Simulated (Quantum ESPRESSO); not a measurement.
The system is BiTe.

```
Bi Te
1.0
     0.00000    3.23500    3.23500
     3.23500    0.00000    3.23500
     3.23500    3.23500    0.00000
Bi Te
1 1
Direct
  0.00000 0.00000 0.00000
  0.50000 0.50000 0.50000
```

```yaml
Program: Quantum ESPRESSO 7.5
Task: single point
Functional: PBE
Potentials_or_basis: SSSP 1.3 efficiency PBE
Cutoff: 748 eV
Density_cutoff: 5987 eV
k_mesh: 7 × 7 × 7
Occupations: fermi-dirac, width 0.05 eV
Spin: no spin polarisation
```

On this cell: pressure 0.7 GPa; largest force zero by symmetry; band gap on the k mesh none (metal or under the smearing width).

The same run follows on a disturbed copy (atoms moved at random, drawn with an rms of 0.05 Å):

```xyz
2
Lattice="0.0000 3.2350 3.2350 3.2350 0.0000 3.2350 3.2350 3.2350 0.0000" Properties=species:S:1:pos:R:3 pbc="T T T"
Bi    0.0486    0.0219   -0.0837
Te    3.2170    3.2295    3.1974
```

Q: What changes?

A: The energy (extrapolated to zero smearing) moves by +5.3 meV/atom; pressure 0.8 GPa; largest force 0.247 eV/Å; band gap on the k mesh none (metal or under the smearing width).

Forces on the atoms (eV/Å):
```
Bi  -0.194 -0.078  0.132
Te   0.194  0.078 -0.132
```

Stress tensor (GPa, compression positive):
```
 0.84 -0.06  0.09
-0.06  0.76  0.04
 0.09  0.04  0.79
```

Caveats: spin-orbit coupling is left out, which moves the levels of the heavy elements.
